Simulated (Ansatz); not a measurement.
**CH7ClSi2: ladder of methods at one geometry in Python**

How do the methods compare on CH7ClSi2, in result and in cost? Wanted for CH7ClSi2: a ladder of methods at one geometry.

Program: Ansatz 0.2.0 through its Python package. The levels of theory stand in the script. These are calculated values, not measurements.

## (1) The system

Bond lengths: Si1–Si2 2.287 Å, Si2–C3 1.812 Å, C3–Cl4 1.742 Å, Si1–H5 1.552 Å, Si1–H6 1.473 Å, Si1–H7 1.482 Å, Si2–H8 1.451 Å, Si2–H9 1.445 Å, C3–H10 1.101 Å, C3–H11 1.133 Å. Angles (14 of 18 angles, heavy atoms first): Si1–Si2–C3 105.9°, Si2–C3–Cl4 113.1°, Si1–Si2–H8 109.5°, Si1–Si2–H9 109.7°, C3–Si2–H8 111.1°, C3–Si2–H9 111.6°, Si2–Si1–H5 109.3°, Si2–Si1–H6 112.3°, Si2–Si1–H7 112.3°, Si2–C3–H10 114.0°, Si2–C3–H11 112.6°, Cl4–C3–H10 105.3°, Cl4–C3–H11 106.0°, H8–Si2–H9 109.0°.

No structure file is read: the coordinates are typed or built in the script.

## (2) The script

Contents of methods_ch7clsi2.py:

```python
"""One geometry of CH7ClSi2, method by method."""

from pathlib import Path

import ansatz as az
import numpy as np


def main() -> None:
    ch7clsi2 = (
        az.Crystal.molecule()
        .atom("Si", (0.0566, 1.769, -0.0038))
        .atom("Si", (-0.755, -0.3547, -0.256))
        .atom("C", (0.5993, -1.4624, 0.2162))
        .atom("Cl", (0.1883, -3.1483, 0.0652))
        .atom("H", (-1.0428, 2.7893, -0.4039))
        .atom("H", (0.4168, 2.0672, 1.3932))
        .atom("H", (1.2246, 2.0316, -0.8779))
        .atom("H", (-1.9066, -0.5399, 0.6072))
        .atom("H", (-1.1577, -0.5621, -1.6282))
        .atom("H", (1.5145, -1.3309, -0.3822))
        .atom("H", (0.9275, -1.3157, 1.2908))
    )

    setup = ch7clsi2.calculation().basis(gaussian="def2-SVP")

    print("functional    E (Ha)        dipole (D)   HOMO (eV)  LUMO (eV)")
    for name in ["revpbe", "cam_b3lyp", "b3lyp", "blyp"]:
        r = setup.functional(name).forces().orbitals().run(threads=1, backend="cpu", runs_dir="runs").report
        lines = Path(r["orbitals_path"]).read_text().splitlines()
        field_of = lambda key: [line.split("=")[1].strip() for line in lines if line.startswith(key)]
        orbitals = [(27.211386 * float(e), s, float(n)) for e, s, n in zip(field_of("Ene="), field_of("Spin="), field_of("Occup="))]
        homo = max(e for e, _, n in orbitals if n > 0.5)
        lumo = min(e for e, _, n in orbitals if n < 0.5)
        dipole = 4.803205 * np.linalg.norm(r["charge_distribution"]["dipole_moment_e_ang"])
        print(f"{name:10s} {r['free_energy_ev'] / 27.211386246:14.6f} {dipole:9.3f} {homo:11.3f} {lumo:10.3f}")


if __name__ == "__main__":
    main()
```

## (3) Running it

On the command line:

```console
$ python methods_ch7clsi2.py
```

What it wrote:

```text
functional    E (Ha)        dipole (D)   HOMO (eV)  LUMO (eV)
revpbe       -1080.898248     1.015      -6.496     -0.827
cam_b3lyp    -1081.110924     1.058      -9.119      1.116
b3lyp        -1081.178302     1.020      -7.555     -0.179
blyp         -1081.060250     0.939      -6.305     -0.670
```

It took 14 s on 1 thread of Arm Neoverse V2, shared host; peak memory 0.32 GiB.

## (4) Run by run

The 4 runs, in the order started:

```
run  functional  energy (eV)  SCF cycles  CPU time (s)
  1      revpbe  -29412.7397          17           2.8
  2   cam_b3lyp  -29418.5269          15           4.4
  3       b3lyp  -29420.3604          15           3.9
  4        blyp  -29417.1480          17             3
```

Totals hang on method, basis and potentials, so only like runs compare.

The fields below are those of run 1.

## (5) Orbitals and fields

The fields below are evaluated on a grid from the run's orbitals.

Frontier orbitals at revPBE/def2-SVP, with the share of their density that lies nearest to each atom:

```
orbital  energy (eV)                                      lies on
 HOMO-1        -6.85            Cl4 82 %; H10, H11 about 7 % each
   HOMO        -6.50                  Cl4 60 %; C3 10 %; Si2 10 %
   LUMO        -0.83  Si1, Si2 about 14 % each; Cl4 13 %; H5 13 %
```

ELF in a plane through or near 5 of the atoms.

Ten even steps from '0' (0.00) to '9' (1.00):
```
0000000000000000000000000000
0000000000000000000000000000
0000000000000000000000000000
0000000000000000000000000000
0000000000000000000000000000
0000000000100000011100000000
0000231002431000133210000000
0004675325762002333321000000
0025898754534125211122100000
0026852385558478288155310000
0014728465782139721599983000
0003675772445437956999995000
0002588861112615646999995000
0001357630033122213999981000
0000023200024421000489830000
0000000000011110000012100000
0000000000000000000000000000
0000000000000000000000000000
0000000000000000000000000000
0000000000000000000000000000
```
The map spans 11.5 Å across and 8.6 Å up, centred on the molecule. Atoms in the plane (x, y in Å): Si1 (1.8, 0.2), Si2 (-0.3, -0.8), C3 (-1.5, 0.5), Cl4 (-3.1, -0.1), H5 (2.9, -0.8).

log10 of the density (e/Å³) in the same plane.

Values, 10 rows by 14 columns:
```
-4.0 -4.0 -4.0 -4.0 -4.0 -4.0 -4.0 -4.0 -4.0 -4.0 -4.0 -4.0 -4.0 -4.0
-4.0 -4.0 -4.0 -4.0 -4.0 -3.7 -4.0 -4.0 -3.6 -3.4 -3.7 -4.0 -4.0 -4.0
-4.0 -4.0 -4.0 -3.2 -2.5 -2.2 -2.5 -2.8 -2.3 -2.1 -2.4 -3.1 -4.0 -4.0
-4.0 -3.2 -1.9 -1.5 -1.3 -0.6 -1.3 -1.9 -1.3 -0.9 -1.5 -2.2 -3.3 -4.0
-4.0 -1.9 -0.6 -0.1 -0.2  1.1 -0.4 -1.0 -0.5  0.1 -0.9 -1.7 -2.8 -4.0
-3.8 -1.6 -0.2  1.8  0.1 -0.1 -0.1 -0.1 -0.2  0.2 -0.2 -0.9 -2.3 -3.8
-4.0 -2.3 -0.9 -0.3 -0.7 -1.0  0.3  0.1 -0.8 -0.8 -0.2 -0.9 -2.4 -3.8
-4.0 -3.6 -2.3 -1.8 -2.0 -1.6 -0.8 -1.0 -1.7 -1.9 -1.7 -2.1 -3.1 -4.0
-4.0 -4.0 -4.0 -3.9 -3.2 -2.4 -2.0 -2.1 -2.6 -3.1 -3.2 -3.5 -4.0 -4.0
-4.0 -4.0 -4.0 -4.0 -4.0 -3.6 -3.2 -3.3 -3.8 -4.0 -4.0 -4.0 -4.0 -4.0
```
The map spans 11.5 Å across and 8.6 Å up, centred on the molecule. Atoms in the plane (x, y in Å): Si1 (1.8, 0.2), Si2 (-0.3, -0.8), C3 (-1.5, 0.5), Cl4 (-3.1, -0.1), H5 (2.9, -0.8).

On the surface of density 0.002 e/bohr³ the electrostatic potential runs, from the 1st to the 99th percentile, from -0.55 V near Cl4 to 1.19 V near H10.

## (6) Summary of results

```
                                         quantity    value
                                    runs compared        4
HOMO-LUMO gap of the mean field (revPBE/def2-SVP)  5.67 eV
```

**Reading.** All 4 runs converged, in 15 to 17 cycles. Caveats:
- The geometry is a force-field or estimated start, not a minimum of this method, and the basis set is short of its limit. A lower total doesn't mark the better method: functionals have no common bound, and MP2 and coupled cluster aren't variational.
- b3lyp holds the VWN-RPA fit, as in Gaussian; the form of ORCA and Turbomole is b3lyp5.
- Levels such as HOMO and LUMO are orbital energies: with these approximate functionals they aren't the ionisation energy and electron affinity, and their gap isn't the fundamental gap.
